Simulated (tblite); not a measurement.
# C7H12FN: the cost of one run

Programs: tblite 0.8.0 and PySCF 2.14.0, with density-fitted response routines of our own. Each step states its level of theory. These are calculated values for one molecule in the gas phase, unless marked as measured. Atoms are numbered from 0 throughout.

### 1 The molecule as given

21 atoms, charge 0, multiplicity 1; geometry from: force field or distance geometry start.

Bonds of the start (Å): C0–C1 1.35, C1–C2 1.46, C2–C3 1.52, C1–C4 1.44, C4–F5 1.36, C4–C6 1.33, C6–C7 1.49, C7–N8 1.43, C0–H9 1.10, C0–H10 1.07, C2–H11 1.12, C2–H12 1.13, C3–H13 1.13, C3–H14 1.12, C3–H15 1.08, C6–H16 1.08, C7–H17 1.11, C7–H18 1.10, N8–H19 1.06, N8–H20 1.04.

### 2 Optimising the geometry with GFN2-xTB

What the job is given:

```
{"job": {"kind": "relax", "xc": "GFN2-xTB", "basis": "xTB"}, "charge": 0, "multiplicity": 1}
C     -1.759300    -2.017800     0.537600
C     -1.201700    -0.866000     0.118400
C     -2.076400     0.278200    -0.101400
C     -1.765400     1.493500     0.753600
C      0.228100    -0.885200    -0.036000
F      0.904500    -2.035900     0.212300
C      0.960400     0.149900    -0.443200
C      2.439100     0.036500    -0.582300
N      3.192400     0.924800     0.241500
H     -2.848800    -1.998500     0.670200
H     -1.160400    -2.890800     0.721400
H     -2.099700     0.568100    -1.183400
H     -3.126100    -0.039600     0.153600
H     -2.715900     1.739400     1.303900
H     -1.052200     1.159600     1.554600
H     -1.389900     2.341500     0.202800
H      0.474200     1.085800    -0.654200
H      2.644100     0.249400    -1.656200
H      2.745300    -1.006200    -0.407800
H      4.006400     1.329000    -0.300900
H      3.592300     0.401200     1.049800
```

Launch:

```sh
$ OMP_NUM_THREADS=1 python probes_run.py task.json out
```

One launch serves the whole session: the jobs run in the order shown.

**Question.** How long does this first job take on 1 thread of Intel Xeon at 2.70GHz, shared host, and how much memory does it need?

About 2.5 s, with a peak of 0.18 GiB.
